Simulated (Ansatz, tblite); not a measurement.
**Ge19H28 atom rod (GaGe₁₈H₂₈): a ladder of methods and basis sets**

An exercise on one series of results from a longer session: the logs are not shown, and one member is left open.

The runs use Ansatz 0.2.0, Gaussian basis; as each input shows.

Levels to be run: GFN1-xTB, GFN2-xTB, PBE-D4/def2-TZVP, r2SCAN-D4/def2-TZVP, B97M-V/def2-TZVP, PBE-D4/def2-SVP, PBE0-D4/def2-SVP, HF/STO-3G, HF/6-31G, B3LYP-D4/6-31G, MP2/def2-SVP.

1 further run of the same task is left out (set aside as unsound or not needed). Runs told in other sessions of the task aren't counted.

### The geometry

The geometry is that of the doublet, from an earlier relaxation (PBE-D4/def2-SVP).

47 atoms, charge 0, spin multiplicity 2.

Bond lengths: Ge1–Ge12 2.447 Å, Ge1–Ge14 2.452 Å, Ge1–H20 1.559 Å, Ge1–H21 1.559 Å, Ge2–Ge13 2.452 Å, Ge2–Ge15 2.447 Å, Ge2–H22 1.559 Å, Ge2–H23 1.559 Å, Ge3–Ge12 2.449 Å, Ge3–Ge16 2.479 Å, Ge3–H24 1.558 Å, Ge3–H25 1.562 Å, Ge4–Ge13 2.450 Å, Ge4–Ge17 2.451 Å, Ge4–H26 1.560 Å, Ge4–H27 1.558 Å, Ge5–Ge12 2.448 Å, Ge5–Ge18 2.450 Å and more. Angles: Ge12–Ge1–Ge14 108.0°, Ge12–Ge1–H20 109.2°, Ge12–Ge1–H21 109.1°, Ge14–Ge1–H20 110.0°, Ge14–Ge1–H21 112.4°, H20–Ge1–H21 108.1°, Ge13–Ge2–Ge15 108.0°, Ge13–Ge2–H22 112.4°, Ge13–Ge2–H23 109.9°, Ge15–Ge2–H22 109.1°, Ge15–Ge2–H23 109.3°, H22–Ge2–H23 108.1°, Ge12–Ge3–Ge16 111.2°, Ge12–Ge3–H24 110.7°, Ge12–Ge3–H25 111.2°, Ge16–Ge3–H24 107.6°, Ge16–Ge3–H25 108.0°, H24–Ge3–H25 108.0° and more.

PBE0-D4/def2-TZVP was run before; its log isn't repeated, and its numbers join the tables.

Set-up of the first run:

Tight binding, by tblite at 300 K electronic temperature and without a spin-polarisation term:

```python
tblite.interface.Calculator('GFN1-xTB', numbers, positions, charge=0, uhf=1).singlepoint()
```

Tight binding, by tblite at 300 K electronic temperature and without a spin-polarisation term:

```python
tblite.interface.Calculator('GFN2-xTB', numbers, positions, charge=0, uhf=1).singlepoint()
```

start.molden holds the orbitals of an earlier run on this state, given as this run's starting guess.

Contents of in.yaml:

```yaml
crystal:
  periodic: [false, false, false]
  atoms:
    - {symbol: Ge, position_ang: [-2.894131, 0.096423, -3.277781]}
    - {symbol: Ge, position_ang: [-2.895867, -0.101216, 3.283710]}
    - {symbol: Ge, position_ang: [-0.110802, -2.677930, -2.549204]}
    - {symbol: Ge, position_ang: [-0.138337, -2.892016, 2.716689]}
    - {symbol: Ge, position_ang: [0.439298, 0.022620, -5.472658]}
    - {symbol: Ge, position_ang: [-0.128906, 2.896778, -2.738846]}
    - {symbol: Ge, position_ang: [2.839664, 0.073139, -2.398111]}
    - {symbol: Ga, position_ang: [-0.670381, 0.010187, -0.003365]}
    - {symbol: Ge, position_ang: [-0.110651, 2.682016, 2.569225]}
    - {symbol: Ge, position_ang: [2.839482, -0.065825, 2.397564]}
    - {symbol: Ge, position_ang: [0.440099, -0.040558, 5.470589]}
    - {symbol: Ge, position_ang: [-1.206596, -1.354470, -4.294417]}
    - {symbol: Ge, position_ang: [-1.785997, -1.476078, 1.584053]}
    - {symbol: Ge, position_ang: [-1.779640, 1.491871, -1.597952]}
    - {symbol: Ge, position_ang: [-1.207142, 1.345409, 4.304099]}
    - {symbol: Ge, position_ang: [1.266019, -1.245141, -1.067655]}
    - {symbol: Ge, position_ang: [1.543142, -1.530840, 3.869153]}
    - {symbol: Ge, position_ang: [1.546722, 1.524642, -3.885745]}
    - {symbol: Ge, position_ang: [1.264465, 1.260451, 1.075904]}
    - {symbol: H, position_ang: [-3.986133, -0.784975, -2.599566]}
    - {symbol: H, position_ang: [-3.580181, 0.942381, -4.393248]}
    - {symbol: H, position_ang: [-3.571937, -0.960264, 4.395430]}
    - {symbol: H, position_ang: [-3.995794, 0.780315, 2.618695]}
    - {symbol: H, position_ang: [-1.167238, -3.397816, -1.658830]}
    - {symbol: H, position_ang: [0.821902, -3.767515, -3.167898]}
    - {symbol: H, position_ang: [-0.816585, -3.799102, 3.789127]}
    - {symbol: H, position_ang: [0.568147, -3.829208, 1.692401]}
    - {symbol: H, position_ang: [-0.290595, 0.839913, -6.579307]}
    - {symbol: H, position_ang: [1.499030, -0.883541, -6.167166]}
    - {symbol: H, position_ang: [-0.806370, 3.799555, -3.815094]}
    - {symbol: H, position_ang: [0.581989, 3.837429, -1.721275]}
    - {symbol: H, position_ang: [3.699636, -0.896217, -3.265393]}
    - {symbol: H, position_ang: [3.805813, 0.863793, -1.471246]}
    - {symbol: H, position_ang: [-1.164810, 3.412991, 1.685478]}
    - {symbol: H, position_ang: [0.825320, 3.763336, 3.197559]}
    - {symbol: H, position_ang: [3.810418, -0.847469, 1.468273]}
    - {symbol: H, position_ang: [3.693802, 0.899262, 3.274795]}
    - {symbol: H, position_ang: [-0.288222, -0.865836, 6.572273]}
    - {symbol: H, position_ang: [1.501287, 0.860330, 6.169873]}
    - {symbol: H, position_ang: [-1.871069, -2.352955, -5.293944]}
    - {symbol: H, position_ang: [-2.863467, -2.396783, 0.926134]}
    - {symbol: H, position_ang: [-2.855757, 2.416449, -0.943797]}
    - {symbol: H, position_ang: [-1.868886, 2.338464, 5.311212]}
    - {symbol: H, position_ang: [2.001963, -2.159548, -0.037459]}
    - {symbol: H, position_ang: [2.530697, -2.459882, 4.643907]}
    - {symbol: H, position_ang: [2.535368, 2.446561, -4.667397]}
    - {symbol: H, position_ang: [2.001254, 2.180872, 0.051195]}
basis:
  gaussian: {orbitals: def2-TZVP, fitting: {mean_field: def2-universal-jkfit}, initial_orbitals: start.molden}
magnetization: {spin_polarized: true, initial_magnetization: 1}
hamiltonian: {xc: pbe, dispersion: d4}
scf: {omitted_lower_state_checks: [starts]}
output: {forces: true, orbitals: {seedname: orbitals}}
```

Launch:

```sh
$ ansatz run in.yaml --threads 11 --pin off --events-out ev --progress --plain --max-ram 110592MiB --backend cuda --devices 0, --max-vram 75GiB
```

Among the steps run: PBE-D4/def2-TZVP; r2SCAN-D4/def2-TZVP; B97M-V/def2-TZVP; PBE-D4/def2-SVP; PBE0-D4/def2-SVP; HF/STO-3G; HF/6-31G; B3LYP-D4/6-31G; MP2/def2-SVP.

One of the session's tables, all rows but one given; the rest of the session is left out.

It belongs to the step «Binding energy». 

```
              level  binding an atom (eV)
           HF/6-31G                 1.850
        HF/def2-SVP                 1.987
    PBE-D4/def2-SVP                 2.833
   PBE-D4/def2-TZVP                 2.832
r2SCAN-D4/def2-TZVP                     ?
   B97M-V/def2-TZVP                 2.879
     B3LYP-D4/6-31G                 2.769
   PBE0-D4/def2-SVP                 2.834
  PBE0-D4/def2-TZVP                 2.833
       MP2/def2-SVP                 2.653
```

**Question.** Estimate the row for r2SCAN-D4/def2-TZVP.

The run gave: binding an atom (eV): 2.873. In the column «binding an atom (eV)» it lies between PBE0-D4/def2-SVP (2.834) and B97M-V/def2-TZVP (2.879).

To keep in mind: Free atoms were run apart at each level; binding is atoms less cluster, divided by the number of atoms, without zero-point or spin-orbit terms.
